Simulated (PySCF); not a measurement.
# CSe2 (Carbon diselenide): the cost of one run

Computed with PySCF 2.14.0, with density-fitted response routines of our own, on a single molecule in the gas phase. Atoms count from 0, in the outputs and in this text.

### 1 Starting geometry

3 atoms, charge 0, multiplicity 1; geometry from: GFN2-xTB. The atoms were then displaced at random by about 0.03 Å, so the start is not that level's minimum.

Bonds of the start (Å): Se0–C1 1.60, C1–Se2 1.64.

### 2 Geometry optimisation at PBE0-D3(BJ)/def2-SVP

Job settings and geometry (Å):

```
{"job": {"xc": "PBE0", "basis": "def2-SVP", "d3": "d3bj", "grid": 1, "shake": 0.03, "kind": "geom"}, "charge": 0, "multiplicity": 1}
Se    -1.611000     0.102120     0.000740
C     -0.009400     0.088650    -0.015180
Se     1.626960     0.017350    -0.030560
```

Started as:

```
OMP_NUM_THREADS=1 python probes_run.py task.json out
```

This one command runs all jobs of the session in turn.

Q: Estimate the wall time and peak memory of this first job on 1 thread of Arm Neoverse V1, shared host.

About 9 s, with a peak of 0.32 GiB.
